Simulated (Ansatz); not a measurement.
# TiF+ (triplet): wave-function methods side by side, def2-QZVPP

One table from this session's results is given with a row withheld; the runs are named, their logs left out.

Computed with Ansatz 0.2.0, Gaussian basis. Level: def2-QZVPP, core rule «outside noble gas», up to 10 orbitals frozen.

To be run: UHF; ROHF; CCSD(T) on UHF.

2 further runs of the same task are left out: 2 set aside as unsound or not needed.

## The system

The geometry is a PBE0/def2-TZVP stationary point (not a proven minimum).

2 atoms, charge 1, spin multiplicity 3.

Atoms are counted from 1 here; the program's logs count them from 0.

Bond lengths: Ti1–F2 1.739 Å.

Set-up of the first run:

The input, in.yaml:

```yaml
crystal:
  periodic: [false, false, false]
  atoms:
    - {symbol: Ti, position_ang: [0.000000, 0.000000, 0.000000]}
    - {symbol: F, position_ang: [0.000000, 0.000000, 1.738600]}
basis:
  gaussian: {orbitals: "def2-QZVPP.json"}
total_charge: 1
magnetization: {spin_polarized: true, initial_magnetization: 2}
hamiltonian: {xc: hf}
output: {orbitals: {seedname: orbitals}}
```

Run with:

```
$ ansatz run in.yaml --threads 1 --pin off --events-out ev --progress --plain --max-ram 4096MiB --backend cpu
```

Among the steps run: UHF; ROHF; CCSD(T) on UHF.

One table of the session follows, with a row left open; its other results are not shown here.

It belongs to the step «Misses and costs». 

| method | from UCCSD(T) (meV) |
| --- | --- |
| ROHF | +9180.3 |
| UHF | +9041.5 |
| UMP2 | ? |
| UCCSD | +330.1 |
| UCCSD(T) | 0 |

Q: Estimate the row for UMP2 from the others.

**Answer.** from UCCSD(T) (meV): +284.8. In the column «from UCCSD(T) (meV)» it lies between UCCSD(T) (0) and UCCSD (+330.1).
